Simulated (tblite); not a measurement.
# C4H16GaNSi: the cost of one run

The runs use tblite 0.8.0 and PySCF 2.14.0, with density-fitted response routines of our own; the level of theory stands in each step. All values are computed, except where a source is named. Atoms are numbered from 0 throughout.

## Step 1: The molecule as given

23 atoms, charge 0, multiplicity 1; geometry from: force field or distance geometry start.

Bonds of the start (Å): C0–N1 1.47, N1–Ga2 1.94, N1–Si3 1.80, Si3–C4 1.86, Si3–C5 1.87, Si3–C6 1.88, C0–H7 1.11, C0–H8 1.11, C0–H9 1.12, N1–H10 1.04, Ga2–H11 1.61, Ga2–H12 1.60, Ga2–H13 1.61, C4–H14 1.11, C4–H15 1.11, C4–H16 1.12, C5–H17 1.11, C5–H18 1.10, C5–H19 1.12, C6–H20 1.11, C6–H21 1.11, C6–H22 1.11.

## Step 2: Relaxing the molecule with GFN2-xTB

The job: settings as JSON, then the geometry in Å.

```
{"job": {"kind": "relax", "xc": "GFN2-xTB", "basis": "xTB"}, "charge": 0, "multiplicity": 1}
C      1.160400     1.732500     0.505000
N      0.912500     0.618100    -0.417300
Ga     2.342600    -0.686200    -0.240100
Si    -0.695100    -0.142300    -0.115000
C     -2.052300     1.109600    -0.352800
C     -0.989800    -1.543400    -1.322600
C     -0.826700    -0.822300     1.630200
H      1.168400     1.400900     1.568900
H      2.135900     2.208800     0.282500
H      0.367700     2.515300     0.383000
H      0.917600     0.977400    -1.388700
H      2.341900    -1.308900     1.241800
H      3.740300     0.046800    -0.494200
H      2.153100    -1.844900    -1.344600
H     -3.040700     0.616100    -0.296200
H     -1.994400     1.892800     0.437800
H     -1.936800     1.582700    -1.356200
H     -2.030600    -1.908600    -1.222300
H     -0.816800    -1.170900    -2.346500
H     -0.285500    -2.378600    -1.099300
H     -1.837000    -1.263400     1.780000
H     -0.686200    -0.004000     2.369300
H     -0.053200    -1.600400     1.807300
```

Command:

```
OMP_NUM_THREADS=1 python probes_run.py task.json out
```

One launch serves the whole session: the jobs run in the order shown.

Q: Estimate the wall time and peak memory of this first job on 1 thread of Arm Neoverse N1, shared host.

About 3 s, with a peak of 0.18 GiB.
